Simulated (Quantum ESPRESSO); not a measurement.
A calculation with Quantum ESPRESSO 7.5 of KPt (ASE script, structure from a P1 CIF):

run.py

```python
import numpy as np
from ase.calculators.espresso import Espresso, EspressoProfile
from ase.io import read

atoms = read('KPt.cif')

input_data = {
    'control': {'calculation': 'scf', 'prefix': 'pwscf', 'outdir': './tmp', 'tprnfor': True, 'tstress': True, 'disk_io': 'nowf'},
    'system': {'ecutwfc': 60.0, 'ecutrho': 480.0, 'nbnd': 19, 'occupations': 'smearing', 'smearing': 'fd', 'degauss': 0.00367493},
    'electrons': {'conv_thr': 4e-10, 'electron_maxstep': 120, 'mixing_beta': 0.5},
}
pseudopotentials = {'K': 'K.pbe-spn-kjpaw_psl.1.0.0.UPF', 'Pt': 'pt_pbe_v1.4.uspp.F.UPF'}
profile = EspressoProfile(command='pw.x', pseudo_dir='pseudo')
dft = Espresso(profile=profile, input_data=input_data, pseudopotentials=pseudopotentials, kpts=(10, 10, 5), koffset=(0, 0, 0))
atoms.calc = dft

print(f'energy {atoms.get_potential_energy():.8f} eV')
print('forces (eV/A)')
print(np.round(atoms.get_forces(), 6))
print('stress (eV/A^3, Voigt)')
print(np.round(atoms.get_stress(), 8))
print(f'Fermi level {dft.get_fermi_level():.4f} eV')
```

File KPt.cif:

```cif
data_KPt
_cell_length_a 3.00084728
_cell_length_b 3.00084728
_cell_length_c 5.34557800
_cell_angle_alpha 90.00000000
_cell_angle_beta 90.00000000
_cell_angle_gamma 120.00000000
_space_group_name_H-M_alt 'P1'
_space_group_name_Hall 'P 1'
_space_group_IT_number 1
loop_
_space_group_symop_operation_xyz
'x,y,z'
loop_
_atom_site_label
_atom_site_type_symbol
_atom_site_symmetry_multiplicity
_atom_site_Wyckoff_symbol
_atom_site_fract_x
_atom_site_fract_y
_atom_site_fract_z
_atom_site_occupancy
Pt1 Pt 1 a 0.6666666667 0.3333333333 0.0000000000 1
K1 K 1 a 0.0000000000 0.0000000000 0.5000000000 1
```

Potentials or basis: SSSP 1.3 efficiency PBE.

Run with:

```console
$ OMP_NUM_THREADS=1 python run.py
```

The cell comes from a database or a generator and needn't be the stable form of this composition.

**Question.** Write the same calculation in another form: native input, structure typed inline.

**Answer.** As run:

Contents of pw.in:

```
&CONTROL
  calculation = 'scf'
  prefix = 'pwscf'
  outdir = './tmp'
  pseudo_dir = './pseudo'
  tprnfor = .true.
  tstress = .true.
  disk_io = 'low'
/
&SYSTEM
  ibrav = 0
  nat = 2
  ntyp = 2
  ecutwfc = 60
  ecutrho = 480
  nbnd = 19
  occupations = 'smearing'
  smearing = 'fd'
  degauss = 0.00367493
/
&ELECTRONS
  conv_thr = 4d-10
  electron_maxstep = 120
  mixing_beta = 0.5
/
ATOMIC_SPECIES
Pt   195.0840 pt_pbe_v1.4.uspp.F.UPF
K     39.0983 K.pbe-spn-kjpaw_psl.1.0.0.UPF
CELL_PARAMETERS angstrom
   3.0008472788    0.0000000000    0.0000000000
  -1.5004236394    2.5988099763    0.0000000000
   0.0000000000    0.0000000000    5.3455780000
ATOMIC_POSITIONS crystal
Pt     0.6666666667    0.3333333333    0.0000000000
K      0.0000000000    0.0000000000    0.5000000000
K_POINTS automatic
10 10 5 0 0 0
```

Contents of pp_density.in:

```
&INPUTPP
  prefix = 'pwscf'
  outdir = './tmp'
  filplot = 'density.dat'
  plot_num = 0
/
&PLOT
  nfile = 1
  filepp(1) = 'density.dat'
  iflag = 3
  output_format = 6
  fileout = 'density.cube'
/
```

The input pp_potential.in:

```
&INPUTPP
  prefix = 'pwscf'
  outdir = './tmp'
  filplot = 'potential.dat'
  plot_num = 11
/
&PLOT
  nfile = 1
  filepp(1) = 'potential.dat'
  iflag = 3
  output_format = 6
  fileout = 'potential.cube'
/
```

Potentials or basis: SSSP 1.3 efficiency PBE.

Command:

```console
$ OMP_NUM_THREADS=1 pw.x -in pw.in > pw.out
$ OMP_NUM_THREADS=1 pp.x -in pp_density.in > pp_density.out
$ OMP_NUM_THREADS=1 pp.x -in pp_potential.in > pp_potential.out
```

Both were run:

|  | ASE script, structure from a P1 CIF | native input, structure typed inline |
| --- | --- | --- |
| Pressure | 0.1 GPa | 0.1 GPa |
| Band gap on the k mesh | none (metal or under the smearing width) | none (metal or under the smearing width) |

Keys that steer only the numerical path or the files written may differ.
